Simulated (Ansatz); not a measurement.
# SnO: the cost of one run

Program: Ansatz 0.2.0. Level of theory: DFT LDA, scalar-relativistic, plane waves, PAW. These are calculated values, not measurements.

17 further runs of the same task are left out: 17 set aside as unsound or not needed.

## 1. The system as given

The structure is tetragonal, space group P4/nmm (No. 129). The conventional cell has a = 3.767 Å, b = 3.767 Å, c = 4.655 Å, α = 90.00°, β = 90.00°, γ = 90.00°. Around Sn (site symmetry 4mm) lie 4 O at 2.20 Å. O (site symmetry -4m2) is surrounded by 4 Sn at 2.20 Å.

As a file:

```
Sn O
1.0
     3.76688    0.00000    0.00000
     0.00000    3.76688    0.00000
     0.00000    0.00000    4.65532
Sn O
2 2
Direct
  0.00000 0.50000 0.24575
  0.50000 0.00000 0.75425
  0.00000 0.00000 0.00000
  0.50000 0.50000 0.00000
```

This cell was relaxed beforehand with the same method: volume 16.51 Å³/atom, gap on the mesh none (metal).

## 2. What is varied

The energy is mapped over volume and the cell's shape.

First coordinate, volume per atom: 7 values from 14.53 to 18.50 Å³. Second coordinate, c/a of the conventional cell: 7 values from 1.030 to 1.482.

Nothing else is relaxed (fractional coordinates fixed). Energies count from the relaxed crystal. Points are written as (first, second).

## 3. Point (14.53 Å³, 1.236)

Contents of input.yaml:

```yaml
crystal:
  lattice:
    - [3.609711064, 0.0, 0.0]
    - [0.0, 3.609711064, 0.0]
    - [0.0, 0.0, 4.4610850113]
  atoms:
    - { symbol: Sn, position: [0.0, 0.5, 0.2457459271] }
    - { symbol: Sn, position: [0.5, 0.0, 0.7542540729] }
    - { symbol: O, position: [0.0, 0.0, 0.0] }
    - { symbol: O, position: [0.5, 0.5, 0.0] }
basis:
  ecutwfc: 520.0
kpoints:
  mp_grid: { grid: [12, 12, 10] }
hamiltonian:
  xc: lda
scf:
  occupations: { method: gaussian, width: 0.15 }
output:
  forces: true
  stress: true
  eigenvalues: true
```

Run with:

```console
$ ansatz run input.yaml --threads 1 --pin off --max-ram 2048MiB --backend cpu --events-out ev --progress --plain --runs-dir out
```

What time and memory should one allow on 1 thread of Intel Xeon 6975P-C (Granite Rapids), shared host?

About 8.1 s, with a peak of 0.54 GiB.
